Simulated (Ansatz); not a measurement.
# CHAlOS: ionisation energy by level of theory

The task here is to estimate one member of a computed series from the others.

Method: unrestricted cation, the program's frozen cores in correlated methods; program: Ansatz 0.2.0, Gaussian basis.

Plan: UKS PBE-D4/def2-TZVPP; UKS r2SCAN-D4/def2-TZVPP; UKS PBE0-D4/def2-TZVPP; UKS B3LYP-D4/def2-TZVPP; UKS wB97X-V/def2-TZVPP; UKS wB97M-V/def2-TZVPP; UKS B2PLYP/def2-TZVPP; UHF-CCSD(T)/def2-TZVPP; UHF-MP2/def2-QZVPP; extrapolation to the limit; then −ε(HOMO) from the neutral's earlier runs with LDA (SPW92), PBE-D4, revPBE-D4, BLYP-D4, r2SCAN-D4, B97M-V, PBE0-D4, B3LYP-D4, r2SCANh-D4, r2SCAN0-D4, HSE06-D4, BHLYP-D4, CAM-B3LYP-D4, LC-ωPBE, ωB97X-V, ωB97M-V.

## The geometry

All runs share one geometry, relaxed beforehand with PBE0-D4 in a triple-zeta def2 set.

5 atoms, charge 0, spin multiplicity 1.

Atoms are counted from 1 here; the program's logs count them from 0.

Bond lengths: O1–C2 1.127 Å, C2–Al3 2.078 Å, Al3–S4 2.035 Å, Al3–H5 1.569 Å. Angles: O1–C2–Al3 165.5°, C2–Al3–S4 87.6°, C2–Al3–H5 113.0°, S4–Al3–H5 159.4°.

The first run:

File in.yaml:

```yaml
crystal:
  periodic: [false, false, false]
  atoms:
    - {symbol: O, position_ang: [-0.341035, -1.806690, 1.267168]}
    - {symbol: C, position_ang: [0.025552, -0.874436, 0.751509]}
    - {symbol: Al, position_ang: [0.267589, 0.775392, -0.488015]}
    - {symbol: S, position_ang: [-1.464340, 0.231955, -1.407892]}
    - {symbol: H, position_ang: [1.562135, 1.600078, -0.164170]}
basis:
  gaussian: {orbitals: def2-TZVPP}
total_charge: 1
magnetization: {spin_polarized: true, initial_magnetization: 1}
hamiltonian: {xc: pbe, dispersion: d4}
```

Launch:

```
$ ansatz run in.yaml --threads 2 --pin off --events-out ev --progress --plain --max-ram 4352MiB
```

Among the steps run: Cation, UKS PBE-D4/def2-TZVPP; Cation, UKS r2SCAN-D4/def2-TZVPP; Cation, UKS PBE0-D4/def2-TZVPP; Cation, UKS B3LYP-D4/def2-TZVPP; Cation, UKS wB97X-V/def2-TZVPP; Cation, UKS wB97M-V/def2-TZVPP; Cation, UKS B2PLYP (frozen core)/def2-TZVPP; Cation, UHF-CCSD(T)/def2-TZVPP; Cation, UHF-MP2/def2-QZVPP.

One table of the session follows, with a row left open; its other results are not shown here.

For comparison, −ε(HOMO) of the neutral from earlier runs:

| functional | −ε(HOMO) (eV) |
| --- | --- |
| LDA (SPW92) | 5.91 |
| PBE-D4 | 5.74 |
| revPBE-D4 | 5.68 |
| BLYP-D4 | 5.55 |
| r2SCAN-D4 | 5.95 |
| B97M-V | 5.94 |
| PBE0-D4 | 6.72 |
| B3LYP-D4 | ? |
| r2SCANh-D4 | 6.31 |
| r2SCAN0-D4 | 6.87 |
| HSE06-D4 | 6.33 |
| BHLYP-D4 | 7.55 |
| CAM-B3LYP-D4 | 7.85 |
| LC-ωPBE | 9.10 |
| ωB97X-V | 8.78 |
| ωB97M-V | 8.66 |

Estimate the missing values for B3LYP-D4.

Worked estimate for «−ε(HOMO) (eV)». Against the share of exact exchange, BLYP-D4 (0, 5.55), BHLYP-D4 (0.5, 7.55) give a slope of 4.00 per unit share; at 0.2 the line stands at 6.35.

**Answer.** −ε(HOMO) (eV): 6.49. In «−ε(HOMO) (eV)» the line misses by -0.14.
